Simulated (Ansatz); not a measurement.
# ZnS: pressure up to the limit of the methods

An exercise on one series of results from a longer session: the logs are not shown, and one member is left open.

Program: Ansatz 0.2.0. Level of theory: DFT, r2SCAN, PAW with Ansatz's default frozen-core files, scalar-relativistic. These are calculated values, not measurements.

**The starting structure**

The structure is cubic, space group F-43m (No. 216). The conventional cell has a = 5.371 Å, b = 5.371 Å, c = 5.371 Å, α = 90.00°, β = 90.00°, γ = 90.00°. Zn (site symmetry -43m) is surrounded by 4 S at 2.33 Å. S (site symmetry -43m) has 4 Zn at 2.33 Å as nearest neighbours.

As a file:

```xyz
2
Lattice="0.0000 2.6856 2.6856 2.6856 0.0000 2.6856 2.6856 2.6856 0.0000" Properties=species:S:1:pos:R:3 pbc="T T T"
Zn    0.0000    0.0000    0.0000
S     1.3428    1.3428    1.3428
```

Whether this phase is the stable one at these pressures isn't tested.

Atoms are numbered in the order of the input: Zn1, S2.

Set-up of the first run:

Input file input.yaml:

```yaml
crystal:
  lattice:
    - [0.0, 2.6855547637, 2.6855547637]
    - [2.6855547637, 0.0, 2.6855547637]
    - [2.6855547637, 2.6855547637, 0.0]
  atoms:
    - { symbol: Zn, position: [0.0, 0.0, 0.0] }
    - { symbol: S, position: [0.25, 0.25, 0.25] }
kpoints:
  mp_grid: { grid: [12, 12, 12] }
scf:
  occupations: { method: fermi_dirac, width: 0.05 }
hamiltonian:
  xc: r2scan
  pseudopotentials: { kind: paw }
output:
  forces: true
  stress: true
relax:
  f_tol: 0.005
  max_steps: 40
  cell: {}
```

The run is started by

```sh
$ ansatz run input.yaml --threads 1 --pin off --max-ram 2048MiB --backend cpu --events-out ev --progress --plain --runs-dir out
```

Steps of the session up to this table: Cell relaxed at zero pressure, PAW; Volume scaled by 1, PAW; Volume scaled by 0.94, PAW; Volume scaled by 0.88, PAW; Volume scaled by 0.8, PAW; Volume scaled by 0.72, PAW; Volume scaled by 0.64, PAW; Volume scaled by 0.55, PAW; Volume scaled by 0.55, PAW (cutoff 600 eV).

One table of the session follows, with a row left open; its other results are not shown here.

```
             method  volume over the first  volume (Å³/atom)  pressure (GPa)  gap on the k mesh (eV)
                PAW                      1            19.562            0.01                    2.70
                PAW                   0.94                 ?               ?                       ?
                PAW                   0.88            17.214           13.29                    3.31
                PAW                    0.8            15.650           28.53                    3.10
                PAW                   0.72            14.085           52.83                    2.75
                PAW                   0.64            12.520           92.73                    2.32
                PAW                   0.55            10.759          172.56                    1.71
PAW (cutoff 600 eV)                   0.55            10.759          172.55                    1.71
```

Estimate the missing values for PAW, 0.94.

**Answer.** volume (Å³/atom): 18.388; pressure (GPa): 5.58; gap on the k mesh (eV): 2.99. In the column «volume (Å³/atom)» it lies between PAW, 0.88 (17.214) and PAW, 1 (19.562).
